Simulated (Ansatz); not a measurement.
# CH6AlNO: vertical spin-state energies, by script

Which spin state of CH6AlNO lies lowest at this geometry? Wanted for CH6AlNO: vertical spin-state energies. SMILES: N[CH](O)[AlH2].

All numbers are computed with Ansatz 0.2.0, driven from Python. Level of theory: MP2/6-31G*.

### Step 1. The structure

Bond lengths: N1–C2 1.507 Å, C2–O3 1.385 Å, C2–Al4 2.000 Å, N1–H5 1.092 Å, N1–H6 1.046 Å, C2–H7 1.087 Å, O3–H8 0.988 Å, Al4–H9 1.679 Å, Al4–H10 1.539 Å. Angles: N1–C2–O3 109.2°, N1–C2–Al4 111.3°, N1–C2–H7 108.9°, O3–C2–Al4 108.4°, O3–C2–H7 109.3°, Al4–C2–H7 109.8°, C2–N1–H5 104.3°, C2–N1–H6 106.4°, H5–N1–H6 105.8°, C2–O3–H8 106.8°, C2–Al4–H9 117.4°, C2–Al4–H10 123.6°, H9–Al4–H10 118.9°.

The script holds or builds the structure itself.

### Step 2. The code

ch6alno.py reads:

```python
"""Gap between spin states of CH6AlNO at one geometry."""

import ansatz as az

config = {
    "basis": "6-31G*",
    "method": "MP2",
}


def main() -> None:
    geometry_ang = [
        ("N", (1.1435, -0.741, -0.6398)),
        ("C", (-0.1803, -0.5369, 0.0498)),
        ("O", (-0.0786, -0.9609, 1.3639)),
        ("Al", (-0.7106, 1.3918, 0.0472)),
        ("H", (0.9755, -0.3837, -1.6578)),
        ("H", (1.8099, -0.0609, -0.2061)),
        ("H", (-0.9375, -1.1271, -0.4602)),
        ("H", (0.1044, -1.9312, 1.3378)),
        ("H", (-2.1557, 1.7979, 0.7994)),
        ("H", (0.1125, 2.5009, -0.6312)),
    ]
    ch6alno = az.Crystal.molecule()
    for symbol, xyz in geometry_ang:
        ch6alno = ch6alno.atom(symbol, xyz)

    model = ch6alno.calculation()
    model = model.basis(gaussian=config["basis"])
    model = model.correlation(config["method"])
    found = {}
    for unpaired in [0, 2, 4]:
        rep = model.spin("collinear", total=unpaired).run(threads=1, pin="off").report
        s = unpaired / 2
        found[unpaired] = rep["free_energy_ev"]
        print(f"2S+1 = {unpaired + 1}: E = {found[unpaired]:.5f} eV, <S^2> = {abs(rep['mean_field']['state']['spin_squared']):.3f} (pure state {s * (s + 1):.2f})")
    lowest = min(found, key=found.get)
    for unpaired, e in found.items():
        print(f"multiplicity {unpaired + 1}: {23.060548 * (e - found[lowest]):.1f} kcal/mol above the lowest")


if __name__ == "__main__":
    main()
```

### Step 3. Launch

Run with:

```sh
$ python ch6alno.py
```

**Question.** Which spin state is lowest at this geometry, and how far above lie the others?

As calculated:

| quantity | value |
| --- | --- |
| runs compared | 3 |
| lowest | run 1 (2S+1 = 1) |
| next above it by | 3.710 eV |

In words: In order: multiplicity 1 (+0.00 eV), multiplicity 3 (+3.71 eV) and multiplicity 5 (+9.78 eV), all at the one geometry. The geometry is a force-field or estimated start, not a minimum of this method, and the basis set is short of its limit. All parts are taken at fixed geometry, without zero-point energy.
